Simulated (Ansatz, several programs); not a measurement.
NaSnCl3 (cubic perovskite), relaxed with r2SCAN in Ansatz (plane waves, PAW): space group Pm-3m (No. 221), cubic; conventional cell a = 5.528 Å, 33.79 Å³ an atom. Na has 12 Cl at 3.91 Å; Sn has 6 Cl at 2.76 Å; Cl has 2 Sn at 2.76 Å and 4 Na at 3.91 Å. The cell was then scaled with its shape and fractional coordinates held. No spin polarisation. The prototype was imposed, so other structures may be more stable.

```csv
V (Å³/atom),E (meV/atom)
31.759,10.61
32.772,2.52
33.786,0.00
35.813,8.45
```

(1) Pass a cubic E = c₀ + c₁u + c₂u² + c₃u³, with u = V − 33.532 Å³, through these points.

(2) Where is the minimum, and what bulk modulus follows?

(3) Predict the energy and the pressure at the withheld volume, 34.800 Å³.

Answers

(1) c₀ = 0.15, c₁ = -1.203, c₂ = 2.418, c₃ = -0.1297 (meV and Å³).

(2) dE/du = 0 at u = +0.254, so V₀ = 33.79 Å³. B = V₀ d²E/dV² = 33.79 × (2c₂ + 6c₃u) = 33.79 × 4.639 = 157 meV/Å³, and 1 meV/Å³ is 0.16022 GPa: 25 GPa. A third-order Birch-Murnaghan fit to all five points gives 33.79 Å³ and 25 GPa.

(3) With u = +1.268: E ≈ 2.25 meV and P = −dE/dV ≈ -0.69 GPa. The run gives 2.21 meV and, from its stress, -0.69 GPa.
